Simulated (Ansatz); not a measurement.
# Rh: a hydrostatic pressure series

An exercise on one series of results from a longer session: the logs are not shown, and one member is left open.

Method: DFT PBEsol, scalar-relativistic, plane waves, PAW, in Ansatz 0.2.0.

1 further run of the same task is left out (set aside as unsound or not needed).

## The starting structure

Symmetry: P6_3/mmc, No. 194, hexagonal system. Conventional cell: a = 2.675 Å, b = 2.675 Å, c = 8.727 Å, α = 90.00°, β = 90.00°, γ = 120.00°. Rh (site symmetry -3m) is surrounded by 12 Rh at 2.67 to 2.68 Å. Rh (site symmetry -6m2) has 12 Rh at 2.67 to 2.68 Å in its first shell of neighbours.

As a file:

```
CELL_PARAMETERS angstrom
2.67543 0.00000 0.00000
-1.33772 2.31699 0.00000
0.00000 0.00000 8.72714
ATOMIC_POSITIONS crystal
Rh 0.00000 0.00000 0.00000
Rh 0.33333 0.66667 0.25000
Rh 0.00000 0.00000 0.50000
Rh 0.66667 0.33333 0.75000
```

It goes back to an entry of the Materials Project, which need not be the stable form.

It is the result of an earlier relaxation at this level (volume 13.52 Å³/atom; gap on the mesh: none (metal)).

The first run:

Contents of input.yaml:

```yaml
crystal:
  lattice:
    - [2.7008940877, 0.0, 0.0]
    - [-1.3504470438, 2.3390428929, 0.0]
    - [0.0, 0.0, 8.8101974829]
  atoms:
    - { symbol: Rh, position: [0.0, 0.0, 0.0] }
    - { symbol: Rh, position: [0.3333333333, 0.6666666667, 0.25] }
    - { symbol: Rh, position: [0.0, 0.0, 0.5] }
    - { symbol: Rh, position: [0.6666666667, 0.3333333333, 0.75] }
basis:
  ecutwfc: 420
kpoints:
  mp_grid: { grid: [18, 18, 6] }
hamiltonian:
  xc: pbesol
scf:
  occupations: { method: gaussian, width: 0.1 }
output:
  forces: true
  stress: true
  eigenvalues: true
relax:
  adjacent_minimum: "off"
  f_tol: 0.008
  max_steps: 50
  cell: { stress_tol: 0.08, p_target: -3.0 }
```

Run with:

```console
ansatz run input.yaml --threads 1 --pin off --max-ram 2560MiB --backend cpu --events-out ev --progress --plain --runs-dir out
```

Steps of the session up to this table: Target pressure -3 GPa; 3 GPa; Target pressure 8 GPa; Relaxing at 15 GPa; Target pressure 30 GPa; 60 GPa.

One of the session's tables, all rows but one given; the rest of the session is left out.

It belongs to the step «Volume, cell and gap against pressure». Lengths are those of the vectors of the cell that was run:

| P (GPa) | V (Å³/atom) | a (Å) | b (Å) | c (Å) | ΔH (eV/atom) |
| --- | --- | --- | --- | --- | --- |
| -3 | 13.67 | 2.685 | 2.685 | 8.757 | -0.255 |
| 0 | 13.52 | 2.675 | 2.675 | 8.727 | 0.000 |
| 3 | ? | ? | ? | ? | ? |
| 8 | 13.19 | 2.653 | 2.653 | 8.654 | 0.667 |
| 15 | 12.93 | 2.635 | 2.635 | 8.597 | 1.237 |
| 30 | 12.45 | 2.603 | 2.603 | 8.492 | 2.424 |
| 60 | 11.73 | 2.551 | 2.551 | 8.327 | 4.684 |

Q: Estimate the row for P (GPa) = 3 from the others.

Worked estimate for «V (Å³/atom)». A straight line through the neighbours (0, 13.52) and (8, 13.19) gives 13.52 + (13.19 − 13.52) × (3 − 0) / (8 − 0) = 13.40; a parabola fitted to 4 rows on both sides gives 13.39.

**Answer.** V (Å³/atom): 13.39; a (Å): 2.667; b (Å): 2.667; c (Å): 8.698; ΔH (eV/atom): 0.252. In «V (Å³/atom)» the line misses by +0.01 and the parabola by 0.00.

ΔH is E + PV over the energy at zero pressure; a, b and c are the vectors of the computed cell. 

Caveats from the session: Other structures may take over in this range; these runs cannot find them.
